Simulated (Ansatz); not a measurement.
Born–Oppenheimer molecular dynamics of a periodic cell of 14 atoms, Ta$_{2}$O$_{5}$ (start crystal Ta2O5, start structure Pmmm, volume 1 times the crystal's). It starts from an unrelaxed structure (largest force component 0.52 eV/Å).

Theory: Ansatz, DFT PBEsol, scalar-relativistic, plane waves, PAW. Settings: accuracy low, PAW set soft_1, cutoff 420 eV, k mesh 2x2x2, fermi-dirac smearing 0.24 eV, no spin polarisation.

- ensemble: NVT, Langevin thermostat
- time step: 1.12 fs
- steps asked: 250
- set temperature: 2800 K
- friction: 0.02 /fs
- seed: 499042

Frames 5.6 fs apart, positions in Å, forces in eV/Å.

Velocities at 134.4 fs (Å/ps):

```
Ta -10.02 -0.18 2.58
Ta -4.93 -3.40 2.39
O 1.43 2.37 -3.68
O 3.57 -23.97 7.63
O 8.40 -16.44 -7.63
O -9.46 -1.50 4.95
O -20.64 -6.25 5.46
Ta 4.24 -0.03 2.00
Ta 2.36 5.32 0.64
O 14.51 -41.64 -5.84
O -20.23 -1.08 8.88
O -2.93 -21.66 13.01
O 10.00 -0.58 -6.97
O 2.80 -1.76 3.71
```

```xyz
14
Lattice="-3.6770 -3.8970 0.0000 3.6770 -3.8970 0.0000 0.0000 0.0000 6.2170" Properties=species:S:1:pos:R:3:forces:R:3 time_fs=134.4 energy_less_start_eV=1.028 T=3337
Ta 1.883 -4.238 2.889 0.28 1.48 0.28
Ta 0.140 -3.889 0.010 -2.56 2.28 -2.05
O -0.289 -4.189 1.921 0.66 -0.01 -1.72
O 0.407 -4.305 4.049 -1.22 0.27 3.78
O 2.173 -2.401 3.379 -1.28 3.67 -1.50
O 1.801 -4.088 0.909 3.16 -0.70 -1.06
O 0.495 -2.009 -0.094 -1.86 -1.30 0.48
Ta -1.632 -4.128 3.181 -1.49 -0.72 -0.04
Ta -0.007 0.222 -0.140 2.01 0.54 1.24
O 0.845 0.255 1.714 -1.82 -2.98 -0.34
O -0.186 -0.282 4.183 0.77 -0.49 0.56
O -1.580 -2.169 2.671 1.44 0.03 2.64
O -1.726 -3.358 -0.561 -1.32 -0.74 -1.35
O -0.797 -5.817 0.001 3.24 -1.34 -0.94
14
Lattice="-3.6770 -3.8970 0.0000 3.6770 -3.8970 0.0000 0.0000 0.0000 6.2170" Properties=species:S:1:pos:R:3:forces:R:3 time_fs=140.0 energy_less_start_eV=0.412 T=3172
Ta 1.833 -4.241 2.911 0.29 0.52 -0.08
Ta 0.114 -3.906 0.021 -1.56 2.35 -2.12
O -0.275 -4.147 1.920 0.83 -0.40 -0.40
O 0.409 -4.403 4.112 -1.45 0.54 3.01
O 2.214 -2.465 3.332 -1.55 3.62 -1.37
O 1.774 -4.099 0.936 3.77 -0.73 -1.16
O 0.377 -2.044 -0.057 -0.85 -0.89 0.20
Ta -1.613 -4.133 3.194 -1.42 -0.14 -0.51
Ta 0.004 0.249 -0.143 1.78 -0.91 1.38
O 0.909 0.038 1.652 -1.69 -1.74 0.36
O -0.311 -0.309 4.240 1.42 -0.68 0.86
O -1.589 -2.252 2.767 0.75 0.50 2.23
O -1.685 -3.398 -0.609 -2.80 -0.71 -1.62
O -0.762 -5.822 0.030 2.48 -1.35 -0.80
14
Lattice="-3.6770 -3.8970 0.0000 3.6770 -3.8970 0.0000 0.0000 0.0000 6.2170" Properties=species:S:1:pos:R:3:forces:R:3 time_fs=145.6 energy_less_start_eV=-0.521 T=3908
Ta 1.775 -4.254 2.930 0.31 0.92 0.33
Ta 0.082 -3.919 0.035 -0.40 1.98 -1.70
O -0.264 -4.118 1.932 1.17 -0.57 0.72
O 0.367 -4.432 4.228 -0.53 0.72 0.83
O 2.237 -2.454 3.239 -1.75 2.34 -0.99
O 1.795 -4.111 0.975 2.86 -0.65 -1.55
O 0.230 -2.118 -0.019 0.07 0.37 -0.18
Ta -1.595 -4.153 3.207 -1.98 -0.86 -0.62
Ta 0.005 0.266 -0.154 1.87 -2.29 1.85
O 0.917 -0.196 1.555 -0.76 -0.11 1.71
O -0.428 -0.342 4.287 1.19 -0.64 0.62
O -1.603 -2.317 2.895 -0.08 1.09 1.21
O -1.714 -3.460 -0.681 -2.97 -0.90 -1.74
O -0.655 -5.815 0.042 1.00 -1.40 -0.51
14
Lattice="-3.6770 -3.8970 0.0000 3.6770 -3.8970 0.0000 0.0000 0.0000 6.2170" Properties=species:S:1:pos:R:3:forces:R:3 time_fs=151.2 energy_less_start_eV=-0.753 T=3597
Ta 1.712 -4.266 2.947 1.46 1.58 0.58
Ta 0.049 -3.921 0.047 0.32 2.30 -0.85
O -0.249 -4.086 1.955 1.91 -0.57 1.30
O 0.346 -4.461 4.380 0.36 0.89 -2.02
O 2.236 -2.404 3.161 -1.79 0.35 -0.43
O 1.874 -4.143 0.968 0.63 -0.39 -0.91
O 0.078 -2.137 -0.002 0.41 0.39 -0.36
Ta -1.578 -4.175 3.217 -3.20 -2.34 -0.34
Ta 0.009 0.275 -0.163 1.18 -3.79 2.15
O 0.880 -0.398 1.521 0.28 1.21 2.39
O -0.539 -0.400 4.349 0.33 -0.06 -0.20
O -1.637 -2.373 3.037 -0.59 2.53 0.08
O -1.812 -3.548 -0.746 -1.22 -0.94 -1.49
O -0.563 -5.809 0.031 -0.11 -1.16 0.11
14
Lattice="-3.6770 -3.8970 0.0000 3.6770 -3.8970 0.0000 0.0000 0.0000 6.2170" Properties=species:S:1:pos:R:3:forces:R:3 time_fs=156.8 energy_less_start_eV=-0.049 T=3186
Ta 1.660 -4.288 2.969 2.83 1.57 0.26
Ta 0.013 -3.921 0.052 0.19 3.74 1.27
O -0.208 -4.083 2.019 2.51 -0.28 0.72
O 0.340 -4.445 4.532 1.11 0.46 -5.01
O 2.202 -2.365 3.094 -1.45 -0.32 0.36
O 1.980 -4.150 0.964 -1.67 -0.29 0.03
O -0.014 -2.103 -0.014 0.34 -1.24 -0.32
Ta -1.561 -4.204 3.223 -4.60 -2.55 -0.30
Ta 0.021 0.264 -0.179 -1.13 -4.50 2.66
O 0.851 -0.510 1.511 1.32 2.02 2.68
O -0.644 -0.464 4.385 0.04 0.89 -0.48
O -1.656 -2.375 3.173 -0.91 2.11 -0.87
O -1.923 -3.671 -0.815 1.81 -0.69 -1.54
O -0.503 -5.811 0.053 -0.39 -0.93 0.54
14
Lattice="-3.6770 -3.8970 0.0000 3.6770 -3.8970 0.0000 0.0000 0.0000 6.2170" Properties=species:S:1:pos:R:3:forces:R:3 time_fs=162.4 energy_less_start_eV=0.420 T=2771
Ta 1.622 -4.308 2.991 4.58 1.03 0.28
Ta -0.012 -3.907 0.067 0.15 2.77 1.51
O -0.122 -4.087 2.104 1.66 0.20 -1.08
O 0.320 -4.395 4.553 1.16 0.23 -4.52
O 2.133 -2.308 3.031 -0.81 -1.05 1.18
O 2.067 -4.078 0.946 -3.15 -0.88 0.76
O -0.060 -2.094 -0.058 0.27 -1.45 0.17
Ta -1.547 -4.237 3.220 -5.36 -2.05 -0.07
Ta 0.035 0.230 -0.190 -3.01 -3.38 3.12
O 0.822 -0.571 1.579 1.83 2.52 1.76
O -0.734 -0.523 4.425 0.21 2.17 -0.15
O -1.654 -2.365 3.301 -1.22 1.49 -1.95
O -1.983 -3.808 -0.903 3.29 -0.59 -1.18
O -0.492 -5.816 0.108 0.40 -0.98 0.18
14
Lattice="-3.6770 -3.8970 0.0000 3.6770 -3.8970 0.0000 0.0000 0.0000 6.2170" Properties=species:S:1:pos:R:3:forces:R:3 time_fs=168.0 energy_less_start_eV=0.639 T=2699
Ta 1.601 -4.321 2.996 7.24 0.04 1.24
Ta -0.028 -3.891 0.102 0.89 -0.61 -0.58
O 0.015 -4.121 2.123 -3.62 0.56 -2.20
O 0.325 -4.338 4.482 0.04 0.27 -1.33
O 2.031 -2.272 3.016 0.18 -1.08 1.59
O 2.089 -4.004 0.938 -2.63 -1.42 0.30
O -0.049 -2.157 -0.117 0.07 1.23 0.61
Ta -1.538 -4.277 3.217 -3.57 -0.52 -0.34
Ta 0.049 0.200 -0.192 -3.06 -2.74 2.29
O 0.860 -0.587 1.687 1.28 2.87 0.03
O -0.828 -0.514 4.463 1.78 3.35 1.73
O -1.603 -2.294 3.413 -1.38 -0.63 -3.13
O -1.970 -3.929 -1.013 1.77 -0.46 0.25
O -0.462 -5.842 0.153 1.04 -0.86 -0.45
14
Lattice="-3.6770 -3.8970 0.0000 3.6770 -3.8970 0.0000 0.0000 0.0000 6.2170" Properties=species:S:1:pos:R:3:forces:R:3 time_fs=173.6 energy_less_start_eV=1.355 T=2644
Ta 1.595 -4.320 3.003 9.28 -0.99 1.95
Ta -0.042 -3.880 0.136 1.17 -3.83 -1.90
O 0.111 -4.173 2.072 -7.40 0.62 -2.34
O 0.351 -4.309 4.412 -1.26 0.15 0.90
O 1.897 -2.199 3.057 0.72 -3.52 1.39
O 2.083 -3.966 0.912 -2.02 -1.78 0.10
O -0.025 -2.212 -0.187 -0.06 3.76 0.57
Ta -1.545 -4.321 3.224 -0.81 1.73 -0.60
Ta 0.055 0.169 -0.182 -2.43 -2.02 1.86
O 0.915 -0.532 1.768 -0.26 2.76 -2.15
O -0.886 -0.457 4.506 2.42 3.19 2.08
O -1.601 -2.280 3.398 -1.17 -0.10 -2.96
O -1.946 -4.050 -1.109 0.21 0.13 2.34
O -0.450 -5.895 0.238 1.61 -0.12 -1.25
14
Lattice="-3.6770 -3.8970 0.0000 3.6770 -3.8970 0.0000 0.0000 0.0000 6.2170" Properties=species:S:1:pos:R:3:forces:R:3 time_fs=179.2 energy_less_start_eV=1.452 T=2482
Ta 1.599 -4.327 3.008 7.11 -1.31 1.42
Ta -0.048 -3.897 0.170 1.07 -1.97 -4.15
O 0.071 -4.232 2.000 -4.05 0.35 0.68
O 0.338 -4.272 4.355 -1.29 -0.23 1.20
O 1.736 -2.124 3.142 0.16 -7.22 0.78
O 2.096 -3.929 0.843 -3.41 -2.31 1.38
O -0.015 -2.202 -0.257 -0.22 1.63 1.19
Ta -1.547 -4.360 3.232 0.86 4.35 -1.07
Ta 0.065 0.138 -0.171 -0.63 -1.44 2.50
O 0.952 -0.470 1.780 -1.17 2.54 -3.25
O -0.908 -0.335 4.575 0.83 1.83 -0.96
O -1.660 -2.291 3.312 -0.90 1.75 -2.04
O -1.936 -4.149 -1.167 -0.41 0.89 4.08
O -0.434 -5.939 0.301 2.03 1.13 -1.76
14
Lattice="-3.6770 -3.8970 0.0000 3.6770 -3.8970 0.0000 0.0000 0.0000 6.2170" Properties=species:S:1:pos:R:3:forces:R:3 time_fs=184.8 energy_less_start_eV=0.468 T=2941
Ta 1.618 -4.340 3.000 3.47 -0.04 1.57
Ta -0.040 -3.921 0.198 1.02 0.47 -6.87
O -0.017 -4.283 1.944 -1.36 -0.08 4.81
O 0.259 -4.230 4.380 0.73 -1.05 -1.25
O 1.589 -2.166 3.211 0.57 -3.92 0.00
O 2.059 -3.931 0.819 -3.54 -2.25 1.76
O -0.007 -2.186 -0.314 -0.53 0.19 1.88
Ta -1.544 -4.393 3.239 -0.69 2.07 -0.31
Ta 0.067 0.110 -0.151 0.10 -1.45 2.63
O 0.945 -0.380 1.771 -0.71 1.70 -2.38
O -0.916 -0.201 4.567 0.06 0.73 -2.13
O -1.722 -2.266 3.179 -0.48 1.08 -0.83
O -1.933 -4.241 -1.122 -0.60 1.50 2.91
O -0.397 -5.958 0.320 1.96 1.02 -1.80
14
Lattice="-3.6770 -3.8970 0.0000 3.6770 -3.8970 0.0000 0.0000 0.0000 6.2170" Properties=species:S:1:pos:R:3:forces:R:3 time_fs=190.4 energy_less_start_eV=-0.597 T=3176
Ta 1.652 -4.348 2.997 1.30 0.79 0.69
Ta -0.037 -3.941 0.196 1.33 1.35 -5.64
O -0.084 -4.318 1.964 -0.71 0.02 4.36
O 0.188 -4.209 4.387 1.29 -1.53 -1.57
O 1.462 -2.263 3.287 1.48 0.68 -0.95
O 1.987 -3.962 0.822 -2.50 -1.46 1.30
O -0.005 -2.152 -0.290 -0.82 -0.61 1.93
Ta -1.552 -4.413 3.252 -2.92 -0.36 0.36
Ta 0.068 0.066 -0.130 -0.92 -1.07 2.80
O 0.916 -0.247 1.777 -0.23 0.04 -1.33
O -0.922 -0.075 4.520 0.44 -0.25 -1.30
O -1.775 -2.280 3.035 0.11 0.69 0.56
O -1.982 -4.280 -1.025 0.91 1.40 0.61
O -0.262 -5.958 0.329 1.23 0.31 -1.84
14
Lattice="-3.6770 -3.8970 0.0000 3.6770 -3.8970 0.0000 0.0000 0.0000 6.2170" Properties=species:S:1:pos:R:3:forces:R:3 time_fs=196.0 energy_less_start_eV=-0.814 T=3568
Ta 1.687 -4.368 3.001 -0.28 0.90 -0.85
Ta -0.045 -3.957 0.178 1.38 0.51 -2.30
O -0.155 -4.353 2.058 0.20 0.09 0.41
O 0.166 -4.255 4.364 0.93 -1.24 0.03
O 1.369 -2.350 3.314 1.71 3.27 -1.36
O 1.864 -3.981 0.857 -0.47 -0.72 0.38
O 0.004 -2.145 -0.192 -1.12 -0.32 1.16
Ta -1.559 -4.420 3.280 -4.76 -1.17 0.19
Ta 0.070 0.026 -0.129 -2.84 -0.20 3.66
O 0.887 -0.125 1.787 -0.42 -1.55 -1.12
O -0.897 0.050 4.434 1.54 -1.14 0.60
O -1.807 -2.315 2.923 0.77 0.95 1.83
O -2.019 -4.287 -0.919 2.95 0.90 -1.08
O -0.095 -5.952 0.278 0.41 -0.28 -1.55
```

Of the whole run (280 fs, mean temperature of the second half 3157 K): The mean temperature of the second half is 13 % above the set value. A run of 0.28 ps of so small a system gives no equilibrium averages. Limits of this set-up: coarse k mesh, PAW files made for another functional, low accuracy level.

Time of the run: 7.9 min on 1 thread of AMD EPYC 9R45 96-Core Processor (Zen 5), on a shared host, peak memory 0.57 GiB.
